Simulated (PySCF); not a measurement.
# SiF3 (trifluorosilyl) at FCI/STO-3G

Aim: the vertical doublet–quartet gap of SiF3 (trifluorosilyl) at FCI/STO-3G, from 2 runs. Input form: a Python script.

Program for the calculation: PySCF 2.14.0.

12 further runs of the same task are left out: 4 that didn't finish, 8 set aside as unsound or not needed.

## 1. Starting point

The species is SiF3 (4 atoms), meant as a doublet with charge 0. SMILES: `F[Si](F)F`. The shape is that of a PBE0-D4/def2-TZVP optimisation.

Bond lengths: F1–Si2 1.581 Å, Si2–F3 1.581 Å, Si2–F4 1.581 Å. Angles: F1–Si2–F3 107.9°, F1–Si2–F4 107.9°, F3–Si2–F4 107.9°.

## 2. A single-point energy at FCI/STO-3G

start.xyz reads:

```xyz
4

F      0.784850    -0.507040     1.151700
Si    -0.282750     0.213060     0.234280
F     -0.994260    -0.892250    -0.644340
F      0.492160     1.186230    -0.741640
```

calc.py reads:

```python
# F[Si](F)F
from pyscf import gto, mcscf

mol = gto.Mole()
mol.atom = 'start.xyz'
mol.verbose = 3
mol.basis = 'sto-3g'
mol.spin = 1
mol.charge = 0
mol.max_memory = 1860
mol.build()

hf = mol.ROHF()
hf.conv_tol = 1e-10
hf.kernel()
if not hf.converged:
    hf = hf.newton().run(hf.mo_coeff, hf.mo_occ)

cas = mcscf.CASCI(hf, hf.mo_coeff.shape[-1] - 8, (mol.nelec[0] - 8, mol.nelec[1] - 8))  # full CI above the frozen core
cas.fix_spin_(ss=0.75)
cas.kernel()
e_tot = cas.e_tot
print(f'total energy: {e_tot:.8f} hartree')
```

Command:

```console
OMP_NUM_THREADS=1 python calc.py
```

The program printed:

```text
converged SCF energy = -579.723742480456
CASCI E = -579.818135678854  E(CI) = -132.414407476401  S^2 = 0.7500000
total energy: -579.81813568 hartree
```

Run time: 17 s. Hardware: 1 thread of Intel Xeon 6975P-C (Granite Rapids), shared host; peak memory 0.34 GiB.

## 3. The quartet

job.py reads:

```python
from pyscf import gto, scf, mcscf

mol = gto.Mole()
mol.atom = 'F 0.784850 -0.507040 1.151700; Si -0.282750 0.213060 0.234280; F -0.994260 -0.892250 -0.644340; F 0.492160 1.186230 -0.741640'
mol.basis = 'sto-3g'
mol.verbose = 3
mol.max_memory = 1860
mol.spin = 3
mol.build()

hf = scf.ROHF(mol)
hf.conv_tol = 1e-10
hf.kernel()
if not hf.converged:
    hf = hf.newton().run(hf.mo_coeff, hf.mo_occ)

cas = mcscf.CASCI(hf, hf.mo_coeff.shape[-1] - 8, (mol.nelec[0] - 8, mol.nelec[1] - 8))  # full CI above the frozen core
cas.fix_spin_(ss=3.75)
cas.kernel()
energy = cas.e_tot
print('E(%s) = %.9f' % ('FCI', energy))
```

Command:

```console
OMP_NUM_THREADS=1 python job.py
```

The program printed:

```text
converged SCF energy = -579.162929988975
CASCI E = -579.370568456781  E(CI) = -131.971127065000  S^2 = 3.7500000
E(FCI) = -579.370568457
```

Run time: 20 s. Hardware: 1 thread of Intel Xeon 6975P-C (Granite Rapids), shared host; peak memory 0.24 GiB.

## 4. Outcome

Level: FCI/STO-3G, 8 core orbitals frozen.

```
                                            quantity          value
                               doublet: total energy  -579.81814 Eh
       doublet: dipole moment (Hartree–Fock density)         1.66 D
doublet: correlation energy (8 core orbitals frozen)      -94.4 mEh
                               quartet: total energy  -579.37057 Eh
       quartet: dipole moment (Hartree–Fock density)         2.47 D
quartet: correlation energy (8 core orbitals frozen)     -207.6 mEh
    vertical energy of the quartet above the doublet      12.179 eV
```

**Reading.** At this shape the quartet lies 12.18 eV (1175 kJ/mol) above the doublet. In a minimal basis such a difference can be off by several eV, whatever the method. Mulliken charges (doublet) of the mean-field density run from -0.34 on F1 to +1.03 on Si2; they depend strongly on the basis. Mulliken charges (quartet) of the mean-field density run from -0.22 on F3 to +0.65 on Si2; they depend strongly on the basis.
